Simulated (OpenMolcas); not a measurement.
# A OpenMolcas job on SiSe (SMILES [Si][Se])

Aim: the vertical excitations of SiSe.

Program for the calculation: OpenMolcas 26.06.

**1. Starting point**

SiSe has 2 atoms, charge 0, and is taken as a singlet. SMILES: `[Si][Se]`. The coordinates come from a PBE0-D4/def2-TZVP relaxation.

Bond lengths: Si1–Se2 2.062 Å.

**2. The run**

Contents of step18.input:

```
* SeSi CASPT2
&GATEWAY
COORD
2
angstrom
Si       0.000000       0.000000       0.031440
Se       0.000000       0.000000       2.093090
BASIS=ANO-RCC-VDZP
GROUP=NoSym
&SEWARD
&RASSCF
FILEORB=$CurrDir/step2.RasOrb
SPIN=1
NACTEL=5 0 0
INACTIVE=21
RAS2=6
CIROOT=3 3 1
ORBLISTING=Nothing
&CASPT2
MULTISTATE=all
```

Started as:

```
export MOLCAS_MEM=1860
pymolcas step18.input > step18.log
```

The program printed:

```text
--- Start Module: gateway ---

                                              &GATEWAY

                       available to each process: 1.9 GB of memory, 1 thread

++    Symmetry information:
      ---------------------

                    Character Table for C1

                             E
                    a        1  x, y, xy, Rz, z, xz, Ry, yz, Rx, I
--

++    Basis set information:
      ----------------------

      Basis set label: SI.ANO-RCC...4S3P1D.

      Electronic valence basis set:
      ------------------
      Associated Effective Charge  14.000000 au
      Associated Actual Charge     14.000000 au
      Nuclear Model: Point charge

      Shell  nPrim  nBasis  Cartesian Spherical Contaminant
         s      17       4        X
         p      12       3        X
         d       5       1                 X

      Basis set label: SE.ANO-RCC...5S4P2D.

      Electronic valence basis set:
      ------------------
      Associated Effective Charge  34.000000 au
      Associated Actual Charge     34.000000 au
      Nuclear Model: Point charge

      Shell  nPrim  nBasis  Cartesian Spherical Contaminant
         s      20       5        X
         p      17       4        X
         d      11       2                 X
--

++    Molecular structure info:
      -------------------------

                    ************************************************
                    **** Cartesian Coordinates / bohr, angstrom ****
                    ************************************************

     Center  Label                x              y              z                     x              y              z
        1      SI1              0.000000       0.000000       0.059413              0.000000       0.000000       0.031440
        2      SE2              0.000000       0.000000       3.955367              0.000000       0.000000       2.093090
--

            Nuclear Potential Energy            122.17803809 au

--- Stop Module: gateway /rc=_RC_ALL_IS_WELL_ ---

--- Start Module: seward ---

                                              &SEWARD

                       available to each process: 1.9 GB of memory, 1 thread

               SEWARD will generate:
                  Multipole Moment integrals up to order  2
                  Kinetic Energy integrals
                  Nuclear Attraction integrals (point charge)
                  One-Electron Hamiltonian integrals
                  Velocity integrals
                  Relativistic Douglas-Kroll-Hess integrals:
                    - Parametrization         : EXP
                    - DKH order of Hamiltonian: 2
                    - DKH order of Properties : 0
                         - multipole moment operators
                         - electric potential operators
                         - contact operators
                  Orbital angular momentum around (  0.0000   0.0000   2.9451 )
                  Velocity quadrupole around (  0.0000   0.0000   2.9451 )
                  Atomic mean-field integrals
                  Two-Electron Repulsion integrals

                   Integrals are discarded if absolute value <: 1.00E-14
                   Integral cutoff threshold is set to       <: 1.00E-16

            Nuclear Potential Energy            122.17803809 au

      Basis set specifications :
      Symmetry species         a
      Basis functions           45

--- Stop Module: seward /rc=_RC_ALL_IS_WELL_ ---
--- Module seward spent 5 seconds ---

--- Start Module: rasscf ---

                                              &RASSCF

                       available to each process: 1.9 GB of memory, 1 thread

 ******************** ERROR *********************
 ###############################################################################
 ###    ERROR: No such wave function.                                        ###
 ###############################################################################
 The following combined specifications are wrong.
 Nr of active electrons NACTEL=   5
 Nr of active orbitals     NAC=   6
 Spin degeneracy         ISPIN=   1
 There can be no such wave function.
 ************************************************
--- Stop Module: rasscf /rc=_RC_INPUT_ERROR_ ---

.####################.
.# User input error #.
.####################.

    Timing: Wall=5.68 User=5.02 System=0.60
```

Run time: 6.3 s. Hardware: 1 thread of Arm Neoverse N1, shared host; peak memory 0.38 GiB.

**3. Reading the log**

The program broke off before the end.

The telling line is `ERROR: No such wave function.`. The fault: wrong electron count.
